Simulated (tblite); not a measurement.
# C4H15PSi3: the cost of one run

Computed with tblite 0.8.0 and PySCF 2.14.0, with density-fitted response routines of our own, on a single molecule in the gas phase. Atoms are numbered from 0 throughout.

## (1) Starting geometry

23 atoms, charge 0, multiplicity 1; geometry from: force field or distance geometry start.

Bonds of the start (Å): Si0–C1 1.86, C1–Si2 1.86, Si2–P3 2.21, Si2–Si4 2.24, Si4–C5 1.86, C5–C6 1.52, C6–C7 1.52, C7–C5 1.50, Si0–H8 1.46, Si0–H9 1.47, Si0–H10 1.45, C1–H11 1.09, C1–H12 1.12, Si2–H13 1.46, P3–H14 1.44, P3–H15 1.44, Si4–H16 1.48, Si4–H17 1.46, C5–H18 1.10, C6–H19 1.10, C6–H20 1.13, C7–H21 1.11, C7–H22 1.11.

## (2) Relaxing the molecule with GFN2-xTB

What the job is given:

```
{"job": {"kind": "relax", "xc": "GFN2-xTB", "basis": "xTB"}, "charge": 0, "multiplicity": 1}
Si     3.692100     1.251500     0.164700
C      2.609900    -0.163000    -0.378400
Si     1.082100    -0.346700     0.672700
P      0.591200    -2.500800     0.653600
Si    -0.674200     0.734400    -0.195400
C     -2.216700    -0.138500     0.361800
C     -3.457200     0.717300     0.548800
C     -3.343600    -0.248400    -0.614700
H      3.377200     2.384400    -0.705900
H      3.455600     1.582700     1.575800
H      5.082400     0.897700    -0.071700
H      2.299600    -0.064800    -1.419200
H      3.175200    -1.131200    -0.299900
H      1.332700     0.137300     2.029800
H     -0.718900    -2.772700     0.124200
H      1.652900    -3.253300     0.045400
H     -0.559800     0.724400    -1.672800
H     -0.616700     2.118800     0.258800
H     -2.078000    -1.029400     0.996000
H     -3.400300     1.796100     0.358100
H     -4.213200     0.369800     1.307600
H     -3.154800     0.151000    -1.628000
H     -3.922500    -1.189400    -0.555500
```

Launch:

```console
$ OMP_NUM_THREADS=1 python probes_run.py task.json out
```

One launch serves the whole session: the jobs run in the order shown.

Q: Estimate the wall time and peak memory of this first job on 1 thread of Intel Xeon at 2.50GHz, shared host.

About 14 s, with a peak of 0.18 GiB.
